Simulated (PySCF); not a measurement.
# WOF₂: singlet, from a trigonal planar start

The task is one start of a wider search on WOF₂: the singlet, from a trigonal planar start. It is relaxed, tested by its Hessian and followed downhill if it is a saddle.

Computed with PySCF 2.14.0. Level: PBE0, basis W def2-TZVP with ECP60, O def2-TZVP, F def2-TZVP, scalar-relativistic core potentials, no spin–orbit coupling, density fitting.

## 1. The starting structure

4 atoms, charge 0, spin multiplicity 1.

Bond lengths: W1–O2 1.770 Å, W1–F3 2.010 Å, W1–F4 2.010 Å. Angles: O2–W1–F3 120.0°, O2–W1–F4 120.0°, F3–W1–F4 120.0°.

```xyz
4
charge 0 multiplicity 1
W    -0.0415    0.0000    0.0000
O    -1.8115    0.0000    0.0000
F     0.9635   -1.7407    0.0000
F     0.9635    1.7407    0.0000
```

## 2. The SCF at the typed geometry

One driver script runs all steps and calls PySCF; scf.py shows how it sets up the SCF of each step. The optimiser is the driver's own. After this first run the driver tries any further starts and a stability analysis.

File scf.py:

```python
from pyscf import gto, scf, dft
mol = gto.M(atom='''
W     -0.041500     0.000000     0.000000
O     -1.811530    -0.000010     0.000000
F      0.963490    -1.740710     0.000000
F      0.963500     1.740700     0.000000''',
    basis={'W': 'def2-TZVP', 'O': 'def2-TZVP', 'F': 'def2-TZVP'},
    ecp={'W': 'def2-TZVP'},
    charge=0, spin=0)
mf = dft.RKS(mol, xc='PBE0')
mf.grids.atom_grid = (50, 194)
aux = {'W': 'def2-universal-JKFIT', 'O': 'def2-universal-JKFIT', 'F': 'def2-universal-JKFIT'}
mf = mf.density_fit(auxbasis=aux)
mf.conv_tol = 1e-08
mf.diis_space = 10
mf.max_cycle = 60
mf.init_guess = 'minao'
mf.verbose = 4
mf.kernel()
```

Started as:

```console
$ OMP_NUM_THREADS=4 python axn.py task.json out
```

The log of the run, shortened:

```text
[... the frontier levels of the middle cycles are left out ...]
init E= -322.184710972149
  HOMO = -0.29172425435085  LUMO = -0.271541124993681  gap/eV = 0.54921
cycle= 1 E= -341.330887582985  delta_E= -19.1  |g|=  1.7  |ddm|= 7.49
  HOMO = -0.297067198923262  LUMO = -0.295788396290726  gap/eV = 0.03480
cycle= 2 E= -331.591809288659  delta_E= 9.74  |g|= 6.04  |ddm|= 4.12
  HOMO = -0.243626775090984  LUMO = -0.142721941361696  gap/eV = 2.74576
cycle= 3 E= -341.809908327948  delta_E= -10.2  |g|= 0.767  |ddm|= 3.55
cycle= 4 E= -341.681535797054  delta_E= 0.128  |g|= 1.15  |ddm|= 0.893
cycle= 5 E= -341.91881517316  delta_E= -0.237  |g|= 0.139  |ddm|= 0.471
cycle= 6 E= -341.921143891548  delta_E= -0.00233  |g|= 0.105  |ddm|= 0.111
cycle= 7 E= -341.923274149138  delta_E= -0.00213  |g|= 0.00903  |ddm|= 0.0443
cycle= 8 E= -341.923293174718  delta_E= -1.9e-05  |g|= 0.00204  |ddm|= 0.00907
cycle= 9 E= -341.923294378115  delta_E= -1.2e-06  |g|= 0.000405  |ddm|= 0.00251
cycle= 10 E= -341.923294621973  delta_E= -2.44e-07  |g|= 0.000122  |ddm|= 0.00205
cycle= 11 E= -341.923294638952  delta_E= -1.7e-08  |g|= 0.000101  |ddm|= 0.000673
cycle= 12 E= -341.923294640635  delta_E= -1.68e-09  |g|= 3.7e-05  |ddm|= 7.4e-05
  HOMO = -0.275179490441086  LUMO = -0.165298431229054  gap/eV = 2.99002
Extra cycle  E= -341.923294638453  delta_E= 2.18e-09  |g|= 0.000114  |ddm|= 8.08e-05
converged SCF energy = -341.923294638453
```

This step, with its further starts and checks, needed 12 s of wall time on 4 threads of Arm Neoverse V1, shared host.

The starts that the driver tried:

```csv
start,energy (Eh)
the minimal-basis guess,-341.923295
a thermally smeared density,-341.923295
a smeared PBE density,-341.923295
```

The test of internal stability and the other starts found no lower closed-shell solution.

## 3. Trigonal planar start, singlet: relaxation

The program finds C2v symmetry in the start, which this walk keeps.

Changes to scf.py since step 2:

```diff
@@ -3,4 +3,4 @@
-W     -0.041500     0.000000     0.000000
-O     -1.811530    -0.000010     0.000000
-F      0.963490    -1.740710     0.000000
-F      0.963500     1.740700     0.000000''',
+W     -0.041502     0.000000     0.000000
+O     -1.811532     0.000001     0.000000
+F      0.963492    -1.740706     0.000000
+F      0.963494     1.740704     0.000000''',
@@ -17 +16,0 @@
-mf.init_guess = 'minao'
```

Steps of the walk:

```csv
step,energy (Eh),change (kJ/mol),largest symmetric gradient (Eh/bohr)
0,-341.923295,0.00,0.10700
1,-341.963787,-106.31,0.06784
2,-341.967094,-114.99,0.02307
3,-341.968656,-119.09,0.00834
4,-341.968917,-119.78,0.00419
5,-341.968958,-119.89,0.00054
6,-341.968960,-119.89,0.00006
```

The walk took 16 s.

Positions (Å) and forces (eV/Å) along the way:

```
step 0
W   -0.042   0.000   0.000  -0.951   0.000   0.000
O   -1.812   0.000   0.000   5.502   0.000   0.000
F    0.963  -1.741   0.000  -2.276   3.383   0.000
F    0.963   1.741   0.000  -2.276  -3.383   0.000
step 1
W   -0.021   0.000   0.000   3.488   0.000   0.000
O   -1.668   0.000   0.000  -1.753   0.000   0.000
F    0.882  -1.635   0.000  -0.868   0.786   0.000
F    0.882   1.635   0.000  -0.868  -0.786   0.000
step 3
W    0.056   0.000   0.000  -0.172   0.000   0.000
O   -1.622   0.000   0.000   0.429   0.000   0.000
F    0.820  -1.665   0.000  -0.129   0.043   0.000
F    0.820   1.665   0.000  -0.129  -0.043   0.000
step 6
W    0.078   0.000   0.000   0.002   0.000   0.000
O   -1.591   0.000   0.000  -0.003   0.000   0.000
F    0.794  -1.686   0.000   0.000  -0.001   0.000
F    0.794   1.686   0.000   0.000   0.001   0.000
```

End point (C2v, 6 steps, 119.9 kJ/mol gained): W–F 1.831 Å (×2), W–O 1.670 Å; F–W–F 134.0°, F–W–O 113.0° (×2).

## 4. Is it a minimum? Harmonic modes

The point is checked on the finer grid, and tightened if its gradient asks for it. The Hessian and the dipole derivatives come from central differences of analytic gradients, with steps of 0.02 bohr.

Changes to scf.py since step 3:

```diff
@@ -3,4 +3,4 @@
-W     -0.041502     0.000000     0.000000
-O     -1.811532     0.000001     0.000000
-F      0.963492    -1.740706     0.000000
-F      0.963494     1.740704     0.000000''',
+W     -0.005778     0.000000     0.000000
+O     -1.675565     0.000001     0.000000
+F      0.717236    -1.682257     0.000000
+F      0.717239     1.682256     0.000000''',
@@ -11 +11 @@
-mf.grids.atom_grid = (50, 194)
+mf.grids.atom_grid = (75, 302)
@@ -14 +14 @@
-mf.conv_tol = 1e-08
+mf.conv_tol = 1e-10
```

This SCF starts from the last density.

Log of the central SCF (cycles and frontier levels):

```text
init E= -341.968755989644
  HOMO = -0.252220516893018  LUMO = -0.121493098549092  gap/eV = 3.55727
cycle= 1 E= -341.96875598964  delta_E= 4.09e-12  |g|= 5.17e-06  |ddm|= 3.86e-06
  HOMO = -0.252220500711378  LUMO = -0.121493143867276  gap/eV = 3.55727
Extra cycle  E= -341.968755989602  delta_E= 3.87e-11  |g|= 1.52e-05  |ddm|= 9.27e-06
converged SCF energy = -341.968755989602
```

The whole step took 49 s.

Geometry: C2v; W–F 1.831 Å (×2), W–O 1.670 Å; F–W–F 133.5°, F–W–O 113.3° (×2).

Modes, for the most abundant isotopes:

```json
{"symmetry": "b1", "ω (cm⁻¹)": "131", "IR (km/mol)": "2.9", "type": "bend"}
{"symmetry": "a1", "ω (cm⁻¹)": "176", "IR (km/mol)": "3.3", "type": "bend"}
{"symmetry": "b2", "ω (cm⁻¹)": "275", "IR (km/mol)": "3.2", "type": "bend"}
{"symmetry": "a1", "ω (cm⁻¹)": "719", "IR (km/mol)": "46.1", "type": "stretch"}
{"symmetry": "b2", "ω (cm⁻¹)": "737", "IR (km/mol)": "153", "type": "stretch"}
{"symmetry": "a1", "ω (cm⁻¹)": "1100", "IR (km/mol)": "118", "type": "stretch"}
```

Every mode is real; the point is a minimum.

Constants and moments:

- Dipole moment: 1.45 D
- Highest occupied level: -6.86 eV
- Lowest empty level: -3.31 eV
- Rotational constants: 0.2615, 0.1568, 0.09802 cm⁻¹
- Zero-point energy: 18.8 kJ/mol
- Principal polarisabilities: 36.5, 42.8, 47.9 bohr³
- Atomisation energy without zero-point energy: 1806 kJ/mol
- Principal traceless quadrupole moments about the centre of mass: -1.95, -0.11, 2.06 D Å
- Entropy at 298.15 K and 1 bar: 309.3 J/(mol K)
- Heat capacity Cp at 298.15 K: 64.0 J/(mol K)
- Enthalpy at 298.15 K above 0 K: 15.05 kJ/mol
- Rotational symmetry number: 2

Populations by atom (charges in e):

| atom | Mulliken | Löwdin | polar tensor | Mayer order to W1 |
| --- | --- | --- | --- | --- |
| W1 | 1.14 | 0.66 | 1.63 | – |
| O2 | -0.42 | -0.25 | -0.63 | 2.25 |
| F3,4 | -0.36 | -0.21 | -0.50 | 1.05 |

Mulliken populations on W1 (outside its core potential): s 2.93, p 6.25, d 3.52, f 0.15.

## 5. The broken-symmetry singlet

A stability analysis found the closed shell of the lowest minimum unstable towards spin polarisation, so the unrestricted solution is followed.

The program finds C2v symmetry in the start, which may break. The walk stops when the largest gradient is under 0.0003 Eh/bohr and the energy has settled too.

Changes to scf.py since step 4:

```diff
@@ -3,4 +3,4 @@
-W     -0.005778     0.000000     0.000000
-O     -1.675565     0.000001     0.000000
-F      0.717236    -1.682257     0.000000
-F      0.717239     1.682256     0.000000''',
+W     -0.003211     0.000000     0.000000
+O     -1.672999     0.000001     0.000000
+F      0.719802    -1.682257     0.000000
+F      0.719805     1.682256     0.000000''',
@@ -10,2 +10,2 @@
-mf = dft.RKS(mol, xc='PBE0')
-mf.grids.atom_grid = (75, 302)
+mf = dft.UKS(mol, xc='PBE0')
+mf.grids.atom_grid = (50, 194)
@@ -14 +14 @@
-mf.conv_tol = 1e-10
+mf.conv_tol = 1e-08
```

The optimiser's trace:

```csv
step,energy (Eh),change (kJ/mol),largest gradient (Eh/bohr)
0,-341.969945,0.00,0.00551
1,-341.970111,-0.44,0.00312
2,-341.970137,-0.50,0.00096
3,-341.970156,-0.55,0.00074
4,-341.970155,-0.55,0.00053
5,-341.970152,-0.54,0.00055
6,-341.970156,-0.55,0.00003
```

The walk took 26 s.

Positions (Å) and forces (eV/Å) along the way:

```
step 0
W   -0.003   0.000   0.000  -0.281   0.000   0.000
O   -1.673   0.000   0.000  -0.106   0.000   0.000
F    0.720  -1.682   0.000   0.193  -0.283   0.000
F    0.720   1.682   0.000   0.193   0.283   0.000
step 1
W   -0.009   0.000   0.000  -0.161   0.000   0.000
O   -1.681   0.000   0.000   0.063   0.000   0.000
F    0.727  -1.689   0.000   0.049   0.029   0.000
F    0.727   1.689   0.000   0.049  -0.029   0.000
step 3
W   -0.024   0.000   0.001   0.033   0.000  -0.004
O   -1.695   0.000   0.000  -0.011   0.000   0.001
F    0.741  -1.678   0.000  -0.011   0.038   0.002
F    0.741   1.678   0.000  -0.011  -0.038   0.002
step 6
W   -0.025   0.000   0.000   0.002   0.000   0.000
O   -1.697   0.000   0.000  -0.001   0.000   0.000
F    0.743  -1.675   0.000   0.000   0.001   0.000
F    0.743   1.675   0.000   0.000  -0.001   0.000
```

After 6 steps and 0.6 kJ/mol it ends at C2v: W–F 1.842 Å (×2), W–O 1.672 Å; F–W–F 130.8°, F–W–O 114.6° (×2).

## 6. Frequencies

As before: finer grid, then central differences.

Changes to scf.py since step 5:

```diff
@@ -3,4 +3,4 @@
-W     -0.003211     0.000000     0.000000
-O     -1.672999     0.000001     0.000000
-F      0.719802    -1.682257     0.000000
-F      0.719805     1.682256     0.000000''',
+W     -0.015370     0.000000    -0.000000
+O     -1.687859     0.000001    -0.000001
+F      0.762758    -1.670239     0.000000
+F      0.762760     1.670238     0.000000''',
@@ -11 +11 @@
-mf.grids.atom_grid = (50, 194)
+mf.grids.atom_grid = (75, 302)
@@ -14 +14 @@
-mf.conv_tol = 1e-08
+mf.conv_tol = 1e-10
```

Log of the central SCF (cycles and frontier levels):

```text
init E= -341.970066220114
[... the frontier-level lines of each cycle are left out ...]
cycle= 1 E= -341.970066220104  delta_E= 1.02e-11  |g|= 6.68e-06  |ddm|= 5.16e-06
Extra cycle  E= -341.970066220049  delta_E= 5.51e-11  |g|= 1.49e-05  |ddm|= 1.12e-05
converged SCF energy = -341.970066220049  <S^2> = 0.39386651  2S+1 = 1.6048259
```

The whole step needed 87 s of wall time on 4 threads of Arm Neoverse V1, shared host.

Geometry: C2v; W–F 1.843 Å (×2), W–O 1.672 Å; F–W–F 130.0°, F–W–O 115.0° (×2).

Modes, for the most abundant isotopes:

```json
{"ω (cm⁻¹)": "136", "IR (km/mol)": "4.6", "μ (u)": "22.45", "type": "bend"}
{"ω (cm⁻¹)": "161", "IR (km/mol)": "4.7", "μ (u)": "21.08", "type": "bend"}
{"ω (cm⁻¹)": "251", "IR (km/mol)": "6.0", "μ (u)": "17.82", "type": "bend"}
{"ω (cm⁻¹)": "667", "IR (km/mol)": "47.0", "μ (u)": "19.57", "type": "stretch"}
{"ω (cm⁻¹)": "717", "IR (km/mol)": "164", "μ (u)": "22.18", "type": "stretch"}
{"ω (cm⁻¹)": "1092", "IR (km/mol)": "126", "μ (u)": "17.28", "type": "stretch"}
```

No imaginary mode, so this is a minimum.

Here the density breaks the symmetry of the frame, and no labels are given.

Constants and moments:

```
Dipole moment                                                   : 1.31 D
Highest occupied level                                          : -7.04 eV
Lowest empty level                                              : -3.16 eV
Rotational constants                                            : 0.249, 0.159, 0.09704 cm⁻¹
Zero-point energy                                               : 18.1 kJ/mol
Principal polarisabilities                                      : 36.6, 41.8, 44.9 bohr³
Atomisation energy without zero-point energy                    : 1809 kJ/mol
Principal traceless quadrupole moments about the centre of mass : -2.62, -0.80, 3.42 D Å
Entropy at 298.15 K and 1 bar                                   : 310.9 J/(mol K)
Heat capacity Cp at 298.15 K                                    : 64.8 J/(mol K)
Enthalpy at 298.15 K above 0 K                                  : 15.26 kJ/mol
Rotational symmetry number                                      : 2
Spin squared ⟨S²⟩                                               : 0.394
```

Charges (e) and bond orders:

| atom | Mulliken | Löwdin | polar tensor | spin (Mulliken) | Mayer order to W1 |
| --- | --- | --- | --- | --- | --- |
| W1 | 1.18 | 0.70 | 1.73 | 0.00 | – |
| O2 | -0.43 | -0.25 | -0.66 | 0.00 | 2.24 |
| F3,4 | -0.37 | -0.22 | -0.53 | 0.00 | 1.01 |

Mulliken populations on W1 (outside its core potential): s 2.84, p 6.26, d 3.58, f 0.15.

## 7. All stationary points

| spin | group | bonds | imaginary modes (cm⁻¹) | ΔE (kJ/mol) | with zero-point energy |
| --- | --- | --- | --- | --- | --- |
| broken-symmetry (Ms = 0) | C2v (density of lower symmetry) | W–F 1.843 Å (×2), W–O 1.672 Å | none | 0.0 | 0.0 |
| singlet | C2v | W–F 1.831 Å (×2), W–O 1.670 Å | none | 3.4 | 4.1 |

## 8. Results

| quantity | value |
| --- | --- |
| minimum | broken-symmetry (Ms = 0), C2v |
| geometry | W–F 1.843 Å (×2), W–O 1.672 Å; F–W–F 130.0°, F–W–O 115.0° (×2) |
| wavenumbers (cm⁻¹) | 136, 161, 251, 667, 717, 1092 |
| dipole moment | 1.31 D |
| highest occupied, lowest empty level (either spin) | -7.04, -3.16 eV |
| polar-tensor charge of W1 | +1.73 e |
| zero-point energy | 18.1 kJ/mol |
| entropy at 298.15 K | 310.9 J/(mol K) |
| atomisation energy (no zero-point energy) | 1809 kJ/mol |
| ⟨S²⟩ | 0.394 |

In words: The molecule stays C2v, as typed, and the end point is a minimum. The determinant is spin-contaminated (⟨S²⟩ = 0.39 against 0.00), so it is no pure spin state. In the infrared the band at 717 cm⁻¹ (stretch) leads. Other starts or spin states, not run here, may lie lower. The SCF density has lower symmetry than the nuclear frame. Spin–orbit coupling, left out here, can matter for elements this heavy.

The search up to here took 3.3 min.
